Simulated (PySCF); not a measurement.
# Si²⁺: excitation energy in dyall-acv3z

Wanted: the excitation energy of silicon, up a ladder of methods.

The numbers are computed with PySCF 2.14.0 (unrestricted determinants in a Gaussian basis, no spin-orbit coupling in the energies), except any that are marked as measured or tabulated.

**1. What is computed**

```
Element                                   : silicon (Z = 14)
Basis                                     : dyall-acv3z
Hamiltonian                               : the non-relativistic Hamiltonian (point nucleus)
State 1                                   : Si²⁺: [Ne] 3d2, high-spin 3F determinant (an excited configuration)
Needed too, but not shown                 : Si²⁺ [Ne] 3s2 (1S)
Methods                                   : UHF, LDA, PBE, PBE0, r2SCAN, wB97X-V, revPBE, BHandHLYP, MP2
Core shells frozen in the correlated runs : valence: [Ne]; valence and next inner shell: 1s2 (for Si²⁺)
```

Outer shells as boxes (Hund's rule):

Si2+ [Ne] 3d2
```
[Ne] core
3d [↑ ][↑ ][  ][  ][  ]
```

The runs were made by one driver on top of PySCF. The scripts below sum up each run's settings (the driver also hands on starting orbitals that pick excited configurations, and frozen orbitals as a list rather than a count), and the logs come from the driver's own runs. The driver starts from symmetry-adapted Hartree-Fock orbitals, holds the occupation by maximum overlap and uses a logarithmic radial grid for functionals, so a plain start would take other cycles.

The integrals over 113 functions and the set-up took 0.45 s of CPU time.

**2. Si²⁺ [Ne] 3d2: the ladder of methods**

Level: UHF.

input.py

```python
from pyscf import gto, scf, dft, mp, cc
import basis_set_exchange as bse
mol = gto.M(atom="Si 0 0 0", charge=2, spin=2, symmetry="D2h",
            basis=gto.basis.parse(bse.get_basis("dyall-acv3z", elements=["Si"], fmt="nwchem")))
mf = scf.UHF(mol)
mf.irrep_nelec = {'Ag': (3, 2), 'B1g': (1, 0), 'B1u': (1, 1), 'B2u': (1, 1), 'B3u': (1, 1)}
mf.kernel()
```

Level: LDA.

input.py differs from the last one in:

```diff
@@ -4,3 +4,3 @@
             basis=gto.basis.parse(bse.get_basis("dyall-acv3z", elements=["Si"], fmt="nwchem")))
-mf = scf.UHF(mol)
+mf = dft.UKS(mol, xc="LDA,VWN")
 mf.irrep_nelec = {'Ag': (3, 2), 'B1g': (1, 0), 'B1u': (1, 1), 'B2u': (1, 1), 'B3u': (1, 1)}
```

Level: PBE.

input.py differs from the last one in:

```diff
@@ -4,3 +4,3 @@
             basis=gto.basis.parse(bse.get_basis("dyall-acv3z", elements=["Si"], fmt="nwchem")))
-mf = dft.UKS(mol, xc="LDA,VWN")
+mf = dft.UKS(mol, xc="PBE")
 mf.irrep_nelec = {'Ag': (3, 2), 'B1g': (1, 0), 'B1u': (1, 1), 'B2u': (1, 1), 'B3u': (1, 1)}
```

Level: PBE0.

input.py differs from the last one in:

```diff
@@ -4,3 +4,3 @@
             basis=gto.basis.parse(bse.get_basis("dyall-acv3z", elements=["Si"], fmt="nwchem")))
-mf = dft.UKS(mol, xc="PBE")
+mf = dft.UKS(mol, xc="PBE0")
 mf.irrep_nelec = {'Ag': (3, 2), 'B1g': (1, 0), 'B1u': (1, 1), 'B2u': (1, 1), 'B3u': (1, 1)}
```

Level: r2SCAN.

input.py differs from the last one in:

```diff
@@ -4,3 +4,3 @@
             basis=gto.basis.parse(bse.get_basis("dyall-acv3z", elements=["Si"], fmt="nwchem")))
-mf = dft.UKS(mol, xc="PBE0")
+mf = dft.UKS(mol, xc="R2SCAN")
 mf.irrep_nelec = {'Ag': (3, 2), 'B1g': (1, 0), 'B1u': (1, 1), 'B2u': (1, 1), 'B3u': (1, 1)}
```

Level: wB97X-V.

input.py differs from the last one in:

```diff
@@ -4,3 +4,3 @@
             basis=gto.basis.parse(bse.get_basis("dyall-acv3z", elements=["Si"], fmt="nwchem")))
-mf = dft.UKS(mol, xc="R2SCAN")
+mf = dft.UKS(mol, xc="WB97X_V")
 mf.irrep_nelec = {'Ag': (3, 2), 'B1g': (1, 0), 'B1u': (1, 1), 'B2u': (1, 1), 'B3u': (1, 1)}
```

Level: revPBE.

input.py differs from the last one in:

```diff
@@ -4,3 +4,3 @@
             basis=gto.basis.parse(bse.get_basis("dyall-acv3z", elements=["Si"], fmt="nwchem")))
-mf = dft.UKS(mol, xc="WB97X_V")
+mf = dft.UKS(mol, xc="PBE_R,PBE")
 mf.irrep_nelec = {'Ag': (3, 2), 'B1g': (1, 0), 'B1u': (1, 1), 'B2u': (1, 1), 'B3u': (1, 1)}
```

Level: BHandHLYP.

input.py differs from the last one in:

```diff
@@ -4,3 +4,3 @@
             basis=gto.basis.parse(bse.get_basis("dyall-acv3z", elements=["Si"], fmt="nwchem")))
-mf = dft.UKS(mol, xc="PBE_R,PBE")
+mf = dft.UKS(mol, xc="BHANDHLYP")
 mf.irrep_nelec = {'Ag': (3, 2), 'B1g': (1, 0), 'B1u': (1, 1), 'B2u': (1, 1), 'B3u': (1, 1)}
```

Level: MP2 (valence).

input.py differs from the last one in:

```diff
@@ -4,4 +4,5 @@
             basis=gto.basis.parse(bse.get_basis("dyall-acv3z", elements=["Si"], fmt="nwchem")))
-mf = dft.UKS(mol, xc="BHANDHLYP")
+mf = scf.UHF(mol)
 mf.irrep_nelec = {'Ag': (3, 2), 'B1g': (1, 0), 'B1u': (1, 1), 'B2u': (1, 1), 'B3u': (1, 1)}
 mf.kernel()
+mp.UMP2(mf, frozen=5).kernel()
```

**3. Si²⁺ [Ne] 3d2, continued**

Level: MP2 (valence and next inner shell).

input.py: that of step 2 with these lines changed.

```diff
@@ -7,2 +7,2 @@
 mf.kernel()
-mp.UMP2(mf, frozen=5).kernel()
+mp.UMP2(mf, frozen=1).kernel()
```

Q: Predict the outcome of this session.

As calculated:

| quantity | value |
| --- | --- |
| excitation energy, Si²⁺ → [Ne] 3d2 | UHF 35.143, MP2 (valence and next inner shell) 36.213 eV |

What this shows: The methods span 2.396 eV, from revPBE (34.056) to SCS-MP2 (valence and next inner shell) (36.453). No reference value is at hand in this session. All values hold for this basis alone; no basis-set limit was taken.
